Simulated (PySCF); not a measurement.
# [TaO2]+: relaxation and vibrations of the singlet

Aim: relax [TaO2]+ as a singlet from a linear start, check by its vibrations whether the end is a minimum, and collect its spectrum and constants.

Method: PBE0, basis Ta def2-TZVP with ECP60, O def2-TZVP, scalar-relativistic core potentials, no spin–orbit coupling, density fitting; program: PySCF 2.14.0.

**1. The system as given**

3 atoms, charge 1, spin multiplicity 1.

Bond lengths: Ta1–O2 1.793 Å, Ta1–O3 1.793 Å. Angles: O2–Ta1–O3 180.0°.

Z-matrix (Å, degrees; charge 1 multiplicity 1):
```
Ta
O  1 1.7934
O  1 1.7934 2 180.00
```

**2. Linear start, singlet: relaxation**

One driver script runs all steps and calls PySCF; scf.py shows how it sets up the SCF of each step. The optimiser is the driver's own. Before each start the driver seeks the lowest SCF state from one or more starting densities and follows internal instabilities, so scf.py alone need not reach the same state.

The program finds D∞h symmetry in the start, which this walk keeps. Threshold on the gradient: 0.0003 Eh/bohr, with a further test on the energy change.

File scf.py:

```python
from pyscf import gto, scf, dft
mol = gto.M(atom='''
Ta     0.000000     0.000000     0.000000
O      0.000000     0.000000     1.793400
O      0.000000     0.000000    -1.793400''',
    basis={'Ta': 'def2-TZVP', 'O': 'def2-TZVP'},
    ecp={'Ta': 'def2-TZVP'},
    charge=1, spin=0)
mf = dft.RKS(mol, xc='PBE0')
mf.grids.atom_grid = (50, 194)
aux = {'Ta': 'def2-universal-JKFIT', 'O': 'def2-universal-JKFIT'}
mf = mf.density_fit(auxbasis=aux)
mf.kernel()
```

Energy and gradient, step by step:

```csv
step,energy (Eh),change (kJ/mol),largest symmetric gradient (Eh/bohr)
0,-206.924457,0.00,0.02108
1,-206.925037,-1.52,0.01119
2,-206.925236,-2.04,0.00055
3,-206.925236,-2.05,0.00001
```

The walk took 3.7 s on 4 threads, shared host.

Geometry (Å) and forces (eV/Å) at some steps:

```
step 0
Ta   0.000   0.000   0.000   0.000   0.000   0.000
O    0.000   0.000   1.793   0.000   0.000  -1.084
O    0.000   0.000  -1.793   0.000   0.000   1.084
step 1
Ta   0.000   0.000   0.000   0.000   0.000  -0.003
O    0.000   0.000   1.765   0.000   0.000   0.577
O    0.000   0.000  -1.765   0.000   0.000  -0.574
step 2
Ta   0.000   0.000   0.000   0.000   0.000   0.000
O    0.000   0.000   1.775   0.000   0.000  -0.028
O    0.000   0.000  -1.775   0.000   0.000   0.028
step 3
Ta   0.000   0.000   0.000   0.000   0.000  -0.002
O    0.000   0.000   1.774   0.000   0.000   0.001
O    0.000   0.000  -1.774   0.000   0.000   0.002
```

It settles in D∞h symmetry, 2.0 kJ/mol below the start, after 3 steps: Ta–O 1.774 Å (×2); O–Ta–O 180.0°.

**3. Is it a minimum? Harmonic modes**

On the finer grid the gradient is checked again; gradients at displacements of ±0.01 bohr then give force constants and infrared intensities.

scf.py: that of step 2 with these lines changed.

```diff
@@ -4,2 +4,2 @@
-O      0.000000     0.000000     1.793400
-O      0.000000     0.000000    -1.793400''',
+O      0.000000     0.000000     1.774139
+O     -0.000000    -0.000000    -1.774139''',
@@ -10 +10 @@
-mf.grids.atom_grid = (50, 194)
+mf.grids.atom_grid = (75, 302)
```

This SCF starts from the last density.

Log of the central SCF (cycles and frontier levels):

```text
init E= -206.925228678645
  HOMO = -0.503481095422764  LUMO = -0.442328684801962  gap/eV = 1.66404
cycle= 1 E= -206.925228678643  delta_E= 1.36e-12  |g|= 1.93e-06  |ddm|= 1.31e-06
  HOMO = -0.503481481033603  LUMO = -0.442328297654839  gap/eV = 1.66406
Extra cycle  E= -206.92522867864  delta_E= 3.64e-12  |g|= 5.3e-06  |ddm|= 3.45e-06
converged SCF energy = -206.92522867864
```

The whole step took 7.2 s.

Geometry: D∞h; Ta–O 1.774 Å (×2); O–Ta–O 180.0°.

Wavenumbers (cm⁻¹): 550i, 550i, 728, 1003. These are not to be trusted: the point is only loosely found or the SCF state changes between the displacements.

**4. Leaving the saddle point**

The start is the last point, displaced along its most imaginary mode.

The program finds C2v symmetry in the start, which this walk keeps.

scf.py: that of step 3 with these lines changed.

```diff
@@ -3,3 +3,3 @@
-Ta     0.000000     0.000000     0.000000
-O      0.000000     0.000000     1.774139
-O     -0.000000    -0.000000    -1.774139''',
+Ta    -0.000000    -0.021215     0.000000
+O      0.000000     0.120000     1.774139
+O      0.000000     0.120000    -1.774139''',
@@ -10 +10 @@
-mf.grids.atom_grid = (75, 302)
+mf.grids.atom_grid = (50, 194)
```

Energy and gradient, step by step:

```csv
step,energy (Eh),change (kJ/mol),largest symmetric gradient (Eh/bohr)
0,-206.934590,0.00,0.06134
1,-206.978117,-114.28,0.07162
2,-207.022868,-231.78,0.09437
3,-207.069050,-353.03,0.06428
4,-207.077861,-376.16,0.08333
5,-207.082132,-387.37,0.02767
6,-207.082826,-389.19,0.00246
7,-207.082855,-389.27,0.00058
8,-207.082856,-389.27,0.00001
```

The walk took 8.6 s.

It settles in C2v symmetry, 389.3 kJ/mol below the start, after 8 steps: Ta–O 1.688 Å (×2); O–Ta–O 103.4°.

**5. Frequencies**

The same treatment as at the point before.

scf.py: that of step 4 with these lines changed.

```diff
@@ -3,3 +3,3 @@
-Ta    -0.000000    -0.021215     0.000000
-O      0.000000     0.120000     1.774139
-O      0.000000     0.120000    -1.774139''',
+Ta    -0.000000    -0.156694    -0.000000
+O      0.000000     0.888681     1.325671
+O      0.000000     0.888681    -1.325671''',
@@ -10 +10 @@
-mf.grids.atom_grid = (50, 194)
+mf.grids.atom_grid = (75, 302)
```

SCF at the final geometry:

```text
init E= -207.082929507518
  HOMO = -0.540774277778837  LUMO = -0.385923490852687  gap/eV = 4.21370
cycle= 1 E= -207.082929506751  delta_E= 7.67e-10  |g|= 6.64e-05  |ddm|= 3.85e-05
  HOMO = -0.540778613248047  LUMO = -0.385921658643216  gap/eV = 4.21387
cycle= 2 E= -207.082929498867  delta_E= 7.88e-09  |g|= 0.000212  |ddm|= 0.000123
  HOMO = -0.540775428760217  LUMO = -0.385923379192189  gap/eV = 4.21374
cycle= 3 E= -207.082929507602  delta_E= -8.74e-09  |g|= 3.2e-06  |ddm|= 9.35e-05
  HOMO = -0.540775555590965  LUMO = -0.385923214615914  gap/eV = 4.21375
cycle= 4 E= -207.082929507604  delta_E= -1.48e-12  |g|= 1.21e-06  |ddm|= 1.83e-06
  HOMO = -0.540775229320591  LUMO = -0.38592326843003  gap/eV = 4.21374
Extra cycle  E= -207.082929507601  delta_E= 2.16e-12  |g|= 3.73e-06  |ddm|= 2.1e-06
converged SCF energy = -207.082929507601
```

The whole step took 12 s.

Geometry: C2v; Ta–O 1.688 Å (×2); O–Ta–O 103.5°.

Modes, for the most abundant isotopes:

```
symmetry  ω (cm⁻¹)  IR (km/mol)  μ (u)     type
      a1       382          4.3  17.25     bend
      b2      1016          152  17.57  stretch
      a1      1080         23.2  17.09  stretch
```

No imaginary mode, so this is a minimum.

Constants and moments:

* Dipole moment about the centre of mass: 6.11 D
* Highest occupied level: -14.72 eV
* Lowest empty level: -10.50 eV
* Rotational constants: 0.5675, 0.2999, 0.1962 cm⁻¹
* Zero-point energy: 14.8 kJ/mol
* Principal polarisabilities: 15.8, 27.1, 40.0 bohr³
* Principal traceless quadrupole moments about the centre of mass: -7.66, 0.81, 6.84 D Å
* Entropy at 298.15 K and 1 bar: 272.8 J/(mol K)
* Heat capacity Cp at 298.15 K: 42.3 J/(mol K)
* Enthalpy at 298.15 K above 0 K: 10.94 kJ/mol
* Rotational symmetry number: 2

Populations by atom (charges in e):

```json
{"atom": "Ta1", "Mulliken": "1.69", "Löwdin": "1.29", "polar tensor": "2.22", "Mayer order to Ta1": "–"}
{"atom": "O2,3", "Mulliken": "-0.35", "Löwdin": "-0.14", "polar tensor": "-0.61", "Mayer order to Ta1": "2.29"}
```

Outer orbital energies (eV). occupied: -31.58, -31.25, -17.65, -17.12, -16.89, -16.46, -16.08, -14.72; empty: -10.50, -8.97, -8.42, -7.26.

Mulliken populations on Ta1 (outside its core potential): s 2.16, p 6.11, d 2.91, f 0.13.

**6. Would spin polarisation lower it?**

At the lowest minimum the closed shell is tested against spin polarisation, on the (50, 194) grid. It is stable.

**7. Summary of results**

```
                            quantity                             value
                             minimum                      singlet, C2v
                            geometry  Ta–O 1.688 Å (×2); O–Ta–O 103.5°
                  wavenumbers (cm⁻¹)    382 (a1), 1016 (b2), 1080 (a1)
      dipole moment (centre of mass)                            6.11 D
highest occupied, lowest empty level                 -14.72, -10.50 eV
          polar-tensor charge of Ta1                           +2.22 e
                   zero-point energy                       14.8 kJ/mol
                 entropy at 298.15 K                   272.8 J/(mol K)
```

In words: From D∞h at the start the molecule goes to a C2v minimum. The strongest infrared band lies at 1016 cm⁻¹ (b2, stretch). Other starts or spin states, not run here, may lie lower. With an element this heavy the missing spin–orbit coupling can shift these numbers.

The search up to here took 35 s on 4 threads, shared host.
